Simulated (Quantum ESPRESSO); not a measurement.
## Be2S: zone-centre phonons under several settings

```
Be S
1.0
     3.15757    0.00000    0.00000
     0.00000    3.15757    0.00000
     0.00000    0.00000    3.94037
Be S
2 1
Direct
  0.00000 0.50000 0.16854
  0.50000 0.00000 0.83146
  0.50000 0.50000 0.50000
```

The cell was built by a generator and needn't be a form met in nature.

All runs used Quantum ESPRESSO 7.5; potentials GBRV 1.5 PBE; k mesh 6 × 6 × 6, shifted; relaxed cell; no spin polarisation; cutoff 612 eV; occupations smeared at first, fixed for the response.

```csv
level,volume (Å³/atom),lowest optical mode without the field (cm⁻¹),highest optical mode without the field (cm⁻¹),sum of the Born charges (e)
PBE,13.17,179,570,0.13
PBE+D2,?,?,?,?
PBE+D3(BJ),12.40,222,594,0.08
rev-vdW-DF2,13.18,162,573,0.12
```

Q: What stands in the row left open?

A: Volume 13.04 Å³/atom; lowest optical mode without the field 157 cm⁻¹; highest optical mode without the field 589 cm⁻¹; sum of the Born charges 0.14 e.

Caveats: the layers were relaxed without a dispersion term, so their spacing and the soft interlayer modes are unreliable (some runs); the potentials were made for another functional, which shifts forces and pressure (some runs).

For the row left open. Caveat: the mesh is thin for the dielectric tensor, Born charges and intensities, which usually come out too large; the Born charges break their sum rule by 0.14 e, a sign of too thin a mesh.
